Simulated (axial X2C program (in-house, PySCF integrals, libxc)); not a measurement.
**A two-component session on WS⁺: EOM-IP-CCSD levels**

Wanted for WS⁺: EOM-IP-CCSD levels, at the two-component level.

Computed with an in-house X2C program for linear molecules on PySCF integrals. Level: two-component X2C with atomic mean-field terms, W dyall-cv3z, S dyall-av3z.

All values are calculated.

**1. Input**

Contents of task.json:

```json
{"zs": [74, 16], "q": 1, "bas": ["dyall-cv3z", "dyall-av3z"], "r0": 2.14, "eom": "ip", "rq": 0, "thr": -2.0, "nmax": 95, "grid": [1, 0.96, 1.045, 0.92, 1.09, 1.15]}
```

Keys: zs atomic numbers; q charge; bas basis sets; r0 starting distance in Å; eom kind of EOM run; thr threshold in hartree for freezing inner shells (an s shell follows its p shell); nmax most natural virtual spinors; grid distances as factors.

The run is started by

```console
$ python soeom.py task.json out
```

Nuclei are Gaussian, cores are contracted, and the Gaunt term is on.

**2. EOM-IP-CCSD at 2.120 Å**

Reference: the closed shell WS; 12 electrons correlated, 94 virtual spinors; roots sought by Ω: 1/2: 4, 3/2: 3, 5/2: 1.

Output:

```text
two-component X2C + atomic mean field  HF
basis functions 247  fitting functions 1209  grid points 5079
iter        total energy     max residual
   1     -16532.049466798     2.10e+01
   2     -16535.666244378     5.12e-02
   3     -16535.677732526     4.23e-02
   4     -16535.691738186     3.37e-03
   5     -16535.692224346     2.91e-03
   6     -16535.692446137     9.92e-04
   7     -16535.692584120     7.29e-04
   8     -16535.692757258     6.31e-04
   9     -16535.692845658     5.47e-04
  10     -16535.693024789     3.56e-04
  11     -16535.693150476     1.60e-04
  12     -16535.693192812     8.84e-05
  13     -16535.693197420     7.59e-05
  14     -16535.693198210     5.67e-05
  15     -16535.693198739     3.24e-05
  16     -16535.693198992     1.41e-05
  17     -16535.693199057     7.81e-06
  18     -16535.693199082     3.63e-06
  19     -16535.693199087     1.54e-06
  20     -16535.693199088     7.02e-07
converged
one-electron -23274.02564010  Coulomb 6805.39415828  exact exchange -348.53472798  xc functional 0.00000000  nuclear repulsion 295.54048006  atomic mean-field constant -14.06746935
correlated 12  virtual 314  natural virtual 94  E(MP2) -0.352159557  MP2 remainder -0.021375617
iter   CCSD correlation   residual
   1     -0.319192664   2.59e-01
   2     -0.335810684   1.63e-01
   3     -0.344116228   7.16e-02
   4     -0.346057057   3.75e-02
   5     -0.347018912   2.30e-02
   6     -0.347368683   1.39e-02
   7     -0.347591658   9.34e-03
   8     -0.347785918   6.36e-03
   9     -0.347769831   4.78e-03
  10     -0.347864453   3.46e-03
  11     -0.347819951   2.42e-03
  12     -0.347849482   1.58e-03
  13     -0.347847454   1.12e-03
  14     -0.347850187   7.36e-04
  15     -0.347855920   4.45e-04
  16     -0.347855676   2.70e-04
  17     -0.347855078   1.68e-04
  18     -0.347854356   1.16e-04
  19     -0.347851156   8.67e-05
  20     -0.347851641   6.50e-05
  21     -0.347849850   4.91e-05
  22     -0.347849430   3.67e-05
  23     -0.347849281   2.77e-05
  24     -0.347848885   1.98e-05
  25     -0.347848726   1.38e-05
  26     -0.347848592   1.01e-05
  27     -0.347848364   7.31e-06
  28     -0.347848495   5.15e-06
  29     -0.347848424   3.67e-06
  30     -0.347848464   2.44e-06
  31     -0.347848497   1.73e-06
  32     -0.347848497   1.30e-06
(T) -0.028973134  T1 0.0915  D1 0.1783  max T2 0.087
EOM-IP-CCSD roots
2*Omega      energy/Eh   energy/eV  one-particle weight
    1       0.29147790      7.9315      0.883
    1       0.38522844     10.4826      0.894
    1       0.40484029     11.0163      0.064
    1       0.41779190     11.3687      0.391
    3       0.31333144      8.5262      0.884
    3       0.36906321     10.0427      0.033
    3       0.37930175     10.3213      0.869
    5       0.40619452     11.0531      0.000
```

T1 in the output is the amplitude norm over the root of the electron number; divide by √2 for the Lee–Taylor value.

```
  Ω  vertical IE (eV)  above lowest (cm⁻¹)                        spinor  weight
1/2             7.932                    0  42% W sσ, 28% W dσ, 11% S pσ    0.88
3/2             8.526                 4800             87% W dδ, 6% S pπ    0.88
3/2            10.321                19280            62% S pπ, 23% W dπ    0.87
1/2            10.483                20580            59% S pπ, 27% W dπ    0.89
```

Wall time 24 s (1 thread of Arm Neoverse N1, shared host); peak memory 0.79 GiB.

**3. EOM-IP-CCSD at 2.035 Å**

```
  Ω  vertical IE (eV)  above lowest (cm⁻¹)                        spinor  weight
1/2             7.856                    0  45% W sσ, 28% W dσ, 12% S pσ    0.89
3/2             8.423                 4570                      91% W dδ    0.89
3/2            10.724                23130            61% S pπ, 25% W dπ    0.91
1/2            10.897                24520            58% S pπ, 27% W dπ    0.85
```

Wall time 24 s (1 thread of Arm Neoverse N1, shared host); peak memory 0.84 GiB.

**4. EOM-IP-CCSD at 2.215 Å**

```
  Ω  vertical IE (eV)  above lowest (cm⁻¹)                        spinor  weight
1/2             8.001                    0  37% W sσ, 27% W dσ, 10% S pπ    0.88
3/2             8.608                 4890            80% W dδ, 13% S pπ    0.87
3/2             9.861                15000            61% S pπ, 22% W dπ    0.86
1/2            10.039                16440            58% S pπ, 27% W dπ    0.89
1/2            11.192                25740   64% S pσ, 18% W dσ, 7% W sσ    0.81
```

Run time: 26 s. Hardware: 1 thread of Arm Neoverse N1, shared host; peak memory 0.86 GiB.

**5. EOM-IP-CCSD at 1.950 Å**

```
  Ω  vertical IE (eV)  above lowest (cm⁻¹)                        spinor  weight
1/2             7.775                    0  47% W sσ, 26% W dσ, 13% S pσ    0.90
3/2             8.300                 4230                      92% W dδ    0.90
3/2            11.141                27150            60% S pπ, 27% W dπ    0.91
1/2            11.343                28770            56% S pπ, 28% W dπ    0.85
```

Run time: 21 s. Hardware: 1 thread of Arm Neoverse N1, shared host; peak memory 0.86 GiB.

**6. EOM-IP-CCSD at 2.311 Å**

```
  Ω  vertical IE (eV)  above lowest (cm⁻¹)                        spinor  weight
1/2             8.046                    0  31% W sσ, 25% W dσ, 20% S pπ    0.87
3/2             8.638                 4770            62% W dδ, 29% S pπ    0.87
3/2             9.522                11900  54% S pπ, 22% W dπ, 16% W dδ    0.87
1/2             9.668                13080            55% S pπ, 28% W dπ    0.88
1/2            10.855                22650  65% S pσ, 16% W dσ, 10% W sσ    0.75
```

Wall time 27 s (1 thread of Arm Neoverse N1, shared host); peak memory 0.87 GiB.

**7. EOM-IP-CCSD at 2.438 Å**

```
  Ω  vertical IE (eV)  above lowest (cm⁻¹)                        spinor  weight
1/2             8.055                    0  38% S pπ, 23% W sσ, 18% W dσ    0.87
3/2             8.524                 3790            60% S pπ, 26% W dδ    0.88
3/2             9.343                10390  49% W dδ, 27% S pπ, 20% W dπ    0.83
1/2             9.351                10460   43% S pπ, 32% W dπ, 6% W sσ    0.85
1/2            10.534                20000  60% S pσ, 19% W dσ, 10% W sσ    0.86
```

It took 27 s on 1 thread of Arm Neoverse N1, shared host; peak memory 0.87 GiB.

**8. Curves of the states**

Energies in eV from the lowest point of the lowest state; states are followed by energy order within each Ω.

```
R (Å)  (1)Ω=1/2  (1)Ω=3/2
1.950    0.1868    0.7115
2.035    0.0000    0.5667
2.120    0.0976    0.6923
2.215    0.4223    1.0290
2.311    0.8633    1.4545
2.438    1.4948    1.9644
```

Constants where the minimum is well bracketed (masses 183.951 and 31.972 u):

```
   state  Te (cm⁻¹)  Re (Å)  ωe (cm⁻¹)
(1)Ω=1/2          0   2.043        615
```

**9. Outcome**

```
                     quantity                            value
       lowest root at 2.120 Å                Ω = 1/2, 7.932 eV
next root led by one particle  Ω = 3/2, about 4800 cm⁻¹ higher
          T1 of the reference                            0.065
      lowest state, Re and ωe                2.043 Å, 615 cm⁻¹
```

Removing an electron from the reference determinant of WS costs 7.93 eV and empties a spinor of 42% W sσ, 28% W dσ, 11% S pσ. The closed-shell reference lies 0.66 eV above the lowest determinant found, so these energies count from an excited configuration. Errors of 0.1 to 0.3 eV are usual at this size, and roots led by higher excitations are left out, so the list is incomplete, and low states of that kind can be missing. T1 or the largest double amplitude of the reference is raised, which lowers the reliability. The bond is 0.025 Å shorter than in the closed-shell reference at CCSD (2.068 Å).
